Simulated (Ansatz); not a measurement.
**FH5OSi2: up Jacob's ladder to CCSD(T)**

One table from this session's results is given with a row withheld; the runs are named, their logs left out.

The runs use Ansatz 0.2.0, Gaussian basis; functionals in def2-TZVPP, the program's frozen cores in correlated methods.

Levels to be run: PBE-D4, r2SCAN-D4, PBE0-D4, B3LYP-D4, ωB97X-V, ωB97M-V, B2PLYP; CCSD(T)/def2-TZVPP; CCSD(T)/def2-QZVPP; extrapolation to the limit.

## Structure used throughout

All runs share one geometry, relaxed beforehand with PBE0-D4 in a triple-zeta def2 set.

SMILES `O[SiH2][SiH2]F`, 9 atoms, charge 0, spin multiplicity 1.

Atoms are counted from 1 here; the program's logs count them from 0.

Bond lengths: O1–Si2 1.653 Å, O1–H5 0.958 Å, Si2–Si3 2.348 Å, Si2–H6 1.492 Å, Si2–H7 1.492 Å, Si3–F4 1.609 Å, Si3–H8 1.486 Å, Si3–H9 1.486 Å. Angles: Si2–O1–H5 118.3°, O1–Si2–Si3 104.8°, O1–Si2–H6 111.6°, O1–Si2–H7 111.7°, Si3–Si2–H6 110.9°, Si3–Si2–H7 110.9°, H6–Si2–H7 107.0°, Si2–Si3–F4 108.2°, Si2–Si3–H8 112.0°, Si2–Si3–H9 112.0°, F4–Si3–H8 107.8°, F4–Si3–H9 107.7°, H8–Si3–H9 109.0°.

Geometry (Å):

```csv
atom,x (Å),y (Å),z (Å)
O1,-0.6558,1.8060,0.1895
Si2,0.3236,0.6878,-0.5340
Si3,-0.1698,-1.3352,0.5513
F4,0.7370,-2.4918,-0.1029
H5,-0.6065,2.7144,-0.1108
H6,1.7654,1.0373,-0.3789
H7,0.0549,0.5856,-1.9976
H8,-1.5938,-1.7248,0.3808
H9,0.1450,-1.2794,2.0026
```

The first run:

Contents of in.yaml:

```yaml
crystal:
  periodic: [false, false, false]
  atoms:
    - {symbol: O, position_ang: [-0.655805, 1.806001, 0.189548]}
    - {symbol: Si, position_ang: [0.323627, 0.687766, -0.533986]}
    - {symbol: Si, position_ang: [-0.169822, -1.335151, 0.551285]}
    - {symbol: F, position_ang: [0.737032, -2.491807, -0.102892]}
    - {symbol: H, position_ang: [-0.606504, 2.714428, -0.110825]}
    - {symbol: H, position_ang: [1.765374, 1.037330, -0.378939]}
    - {symbol: H, position_ang: [0.054907, 0.585568, -1.997603]}
    - {symbol: H, position_ang: [-1.593777, -1.724782, 0.380805]}
    - {symbol: H, position_ang: [0.144987, -1.279353, 2.002607]}
basis:
  gaussian: {orbitals: def2-TZVPP}
hamiltonian: {xc: pbe, dispersion: d4}
output: {forces: true, orbitals: {seedname: orbitals}}
```

On the command line:

```bash
$ ansatz run in.yaml --threads 2 --pin off --events-out ev --progress --plain --max-ram 32768MiB --backend cpu
```

Steps of the session up to this table: PBE-D4 (GGA); r2SCAN-D4 (meta-GGA); PBE0-D4 (hybrid); B3LYP-D4 (hybrid); ωB97X-V (range-separated); ωB97M-V (range-separated); B2PLYP (double hybrid); CCSD(T) in def2-TZVPP; CCSD(T) in def2-QZVPP.

One of the session's tables, all rows but one given; the rest of the session is left out.

| method | atomisation energy (kJ/mol) |
| --- | --- |
| PBE-D4 | 3021.0 |
| r2SCAN-D4 | ? |
| PBE0-D4 | 2979.2 |
| B3LYP-D4 | 3019.6 |
| ωB97X-V | 3052.1 |
| ωB97M-V | 3032.9 |
| B2PLYP | 2994.2 |
| HF/def2-TZVPP | 2251.2 |
| MP2/def2-TZVPP | 2997.2 |
| CCSD/def2-TZVPP | 2925.1 |
| CCSD(T)/def2-TZVPP | 2958.6 |
| MP2/CBS | 3089.9 |
| CCSD(T)/CBS | 3052.6 |

**Question.** Estimate the row for r2SCAN-D4.

The run gave: atomisation energy (kJ/mol): 3027.7. In the column «atomisation energy (kJ/mol)» it lies between PBE-D4 (3021.0) and ωB97M-V (3032.9).

Caveats from the session: Free atoms (1 O, 2 Si, 1 F, 5 H) were run apart at each level; the atomisation energy is their sum less the molecule, without zero-point or spin-orbit terms.
